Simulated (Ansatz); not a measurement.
# CH₅AlFGa: a ladder of functionals and wavefunction methods

Aim: compute CH₅AlFGa with functionals from several rungs and with coupled cluster, and see how far each lands from CCSD(T) at the basis-set limit for the atomisation energy.

The runs use Ansatz 0.2.0, Gaussian basis; functionals in def2-TZVPP, the program's frozen cores in correlated methods.

Plan: LDA (SPW92), PBE-D4, revPBE-D4, BLYP-D4, r2SCAN-D4, B97M-V, PBE0-D4, B3LYP-D4, r2SCANh-D4, r2SCAN0-D4, HSE06-D4, BHLYP-D4, CAM-B3LYP-D4, LC-ωPBE, ωB97X-V, ωB97M-V, B2PLYP, PBE-QIDH; CCSD(T)/def2-SVP; CCSD(T)/def2-TZVPP; MP2/def2-QZVPP; extrapolation to the limit; RPA on PBE.

## (1) The relaxed structure

All runs share one geometry, relaxed beforehand with PBE0-D4 in a triple-zeta def2 set.

9 atoms, charge 0, spin multiplicity 1.

Atoms are counted from 1 here; the program's logs count them from 0.

Bond lengths: F1–C2 1.405 Å, C2–Al3 1.987 Å, C2–H5 1.098 Å, C2–H6 1.098 Å, Al3–Ga4 2.514 Å, Al3–H7 1.596 Å, Ga4–H8 1.579 Å, Ga4–H9 1.579 Å. Angles: F1–C2–Al3 109.9°, F1–C2–H5 107.5°, F1–C2–H6 107.5°, Al3–C2–H5 112.8°, Al3–C2–H6 112.8°, H5–C2–H6 106.1°, C2–Al3–Ga4 116.4°, C2–Al3–H7 116.6°, Ga4–Al3–H7 127.1°, Al3–Ga4–H8 122.5°, Al3–Ga4–H9 122.5°, H8–Ga4–H9 114.9°.

Geometry (Å):

```xyz
9
charge 0, multiplicity 1
F    -0.8260    1.5769   -0.9899
C     0.5450    1.4279   -0.7196
Al    0.8597   -0.2679    0.2673
Ga   -1.1706   -1.6636    0.7651
H     0.8680    2.3138   -0.1576
H     1.0760    1.4664   -1.6796
H     2.3718   -0.5966    0.6570
H    -1.7040   -2.7700   -0.2271
H    -2.0199   -1.4869    2.0843
```

## (2) LDA

This LDA is Slater exchange with PW92 correlation.

in.yaml reads:

```yaml
crystal:
  periodic: [false, false, false]
  atoms:
    - {symbol: F, position_ang: [-0.825983, 1.576883, -0.989864]}
    - {symbol: C, position_ang: [0.544972, 1.427943, -0.719607]}
    - {symbol: Al, position_ang: [0.859745, -0.267930, 0.267328]}
    - {symbol: Ga, position_ang: [-1.170608, -1.663616, 0.765079]}
    - {symbol: H, position_ang: [0.868047, 2.313810, -0.157604]}
    - {symbol: H, position_ang: [1.075991, 1.466404, -1.679595]}
    - {symbol: H, position_ang: [2.371753, -0.596572, 0.657006]}
    - {symbol: H, position_ang: [-1.704024, -2.770040, -0.227087]}
    - {symbol: H, position_ang: [-2.019895, -1.486882, 2.084344]}
basis:
  gaussian: {orbitals: def2-TZVPP}
hamiltonian: {xc: lda}
output: {orbitals: {seedname: orbitals}}
```

The run is started by

```
$ ansatz run in.yaml --threads 4 --pin off --events-out ev --progress --plain --max-ram 10444MiB
```

Further steps of the session: PBE-D4 (GGA); revPBE-D4 (GGA); BLYP-D4 (GGA); r2SCAN-D4 (meta-GGA); B97M-V (meta-GGA); PBE0-D4 (hybrid); B3LYP-D4 (hybrid); r2SCANh-D4 (hybrid); r2SCAN0-D4 (hybrid); HSE06-D4 (hybrid); BHLYP-D4 (hybrid); CAM-B3LYP-D4 (range-separated); LC-ωPBE (range-separated); ωB97X-V (range-separated); ωB97M-V (range-separated); B2PLYP (double hybrid); PBE-QIDH (double hybrid); CCSD(T) in def2-SVP; CCSD(T) in def2-TZVPP; MP2 in def2-QZVPP; RPA on PBE orbitals.

Q: Predict the results of all the runs planned. Wanted: atomisation energy, CCSD(T)/CBS; farthest beyond LDA; mean size of error, GGA; mean size of error, meta-GGA; mean size of error, hybrid; mean size of error, range-separated; mean size of error, double hybrid; gap, smallest and largest; T1 diagnostic.

As calculated:

| quantity | value |
| --- | --- |
| atomisation energy, CCSD(T)/CBS | 2554.8 kJ/mol |
| functionals within 25.5 kJ/mol (1.0 %) | PBE-D4, r2SCAN-D4, PBE0-D4, B3LYP-D4, r2SCANh-D4, HSE06-D4, CAM-B3LYP-D4, LC-ωPBE, ωB97X-V, ωB97M-V |
| farthest beyond LDA | BHLYP-D4 (-79.3 kJ/mol) |
| mean size of error, GGA | 32.5 kJ/mol |
| mean size of error, meta-GGA | 15.3 kJ/mol |
| mean size of error, hybrid | 32.6 kJ/mol |
| mean size of error, range-separated | 6.3 kJ/mol |
| mean size of error, double hybrid | 38.3 kJ/mol |
| gap, smallest and largest | 2.92 eV (LDA (SPW92)), 9.53 eV (LC-ωPBE) |
| T1 diagnostic | 0.0128 |
| triples share of the correlation energy | 3.3 % |

LDA overbinds by 346.9 kJ/mol (14 %). PBE-D4 misses by +9.2 kJ/mol. Double hybrids carry the basis error of their MP2 part in triple zeta, and no dispersion term here, so their miss is partly the set-up's. The rungs range-separated, meta-GGA miss on average by less than the doubt on the reference (25.5 kJ/mol), so they tie. Misses under about 25.5 kJ/mol are within the doubt on the reference itself, which lacks core-valence correlation, relativity and higher excitations, and its outer-core shells are covered unevenly. Hartree-Fock recovers 73 % of the binding; the rest is correlation. CCSD(T) in def2-SVP is off by -147.9 kJ/mol, which most functionals beat. Orbital gaps span 2.9 to 9.5 eV; exact exchange widens them. Correlated methods include outer-core shells of Ga, which these sets cover unevenly.
